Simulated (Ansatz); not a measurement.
# AlGaHCl (singlet): the correlation ladder at a displaced geometry (v1), cc-pVDZ

The task here is to estimate one member of a computed series from the others.

The runs use Ansatz 0.2.0, Gaussian basis; cc-pVDZ, core rule «outside noble gas», up to 24 orbitals frozen.

Plan: UHF; CCSD(T) on RHF; CCSD(T) on UHF; BCCD(T) on RHF; CISD; CCSDT(Q) on RHF; CCSDT(Q) on UHF; CASSCF and MRCISD+Q, 8 electrons in 8 orbitals; CASSCF and NEVPT2, 8 electrons in 8 orbitals.

21 further runs of the same task are left out: 1 for a known fault of the program, 7 that didn't finish, 13 set aside as unsound or not needed. Runs told in other sessions of the task aren't counted.

### What is computed

The geometry is a PBE0/def2-TZVP stationary point (not a proven minimum) with its atoms shifted at random (size 0.040 Å). No spin-orbit coupling is included. The filled d shell of Ga may be among the frozen orbitals whatever the setting's name suggests.

4 atoms, charge 0, spin multiplicity 1.

Atoms are counted from 1 here; the program's logs count them from 0.

Bond lengths: Al1–Ga2 2.731 Å, Al1–H4 1.615 Å, Ga2–Cl3 2.201 Å. Angles: Ga2–Al1–H4 95.9°, Al1–Ga2–Cl3 139.3°.

The first run:

in.yaml reads:

```yaml
crystal:
  periodic: [false, false, false]
  atoms:
    - {symbol: Al, position_ang: [-0.011690, -0.537715, 2.570784]}
    - {symbol: Ga, position_ang: [-0.012524, 0.392286, 0.002652]}
    - {symbol: Cl, position_ang: [0.035440, -0.388273, -2.054776]}
    - {symbol: H, position_ang: [-0.067336, 0.915221, 3.273378]}
basis:
  gaussian: {orbitals: cc-pVDZ}
magnetization: {spin_polarized: true, initial_magnetization: 0}
hamiltonian: {xc: hf}
output: {orbitals: {seedname: orbitals}}
```

Run with:

```
> ansatz run in.yaml --threads 1 --pin off --events-out ev --progress --plain --max-ram 2393MiB
```

Steps of the session up to this table: UHF; CCSD(T) on RHF; CCSD(T) on UHF; BCCD(T) on RHF; CISD; CCSDT(Q) on RHF; CCSDT(Q) on UHF; CASSCF and MRCISD+Q, 8 electrons in 8 orbitals; CASSCF and NEVPT2, 8 electrons in 8 orbitals.

One table of the session follows, with a row left open; its other results are not shown here.

```
           method  from RCCSDT(Q) (kJ/mol)
              RHF                   +760.6
              UHF                   +752.3
             RMP2                        ?
             UMP2                   +154.6
            RCCSD                    +26.2
            UCCSD                    +29.5
         RCCSD(T)                     +5.3
         UCCSD(T)                     +7.0
          BCCD(T)                     +5.1
           RCCSDT                     +1.9
           UCCSDT                     +2.4
        RCCSDT(Q)                        0
        UCCSDT(Q)                     +0.3
  CASSCF frontier                   +611.8
  NEVPT2 frontier                   +116.9
  MRCISD frontier                    +68.3
MRCISD+Q frontier                    +10.9
```

Estimate the missing values for RMP2.

As computed: from RCCSDT(Q) (kJ/mol): +132.3. In the column «from RCCSDT(Q) (kJ/mol)» it lies between NEVPT2 frontier (+116.9) and UMP2 (+154.6).

Not comparable, so not listed: CISD (they don't share determinant, frozen orbitals or solution with the rows shown, or repeat one).

Caveats from the session: Restricted and unrestricted rows rest on different reference determinants; a gap between their highest levels can come from leftover correlation error, from unlike frozen cores or from another state.
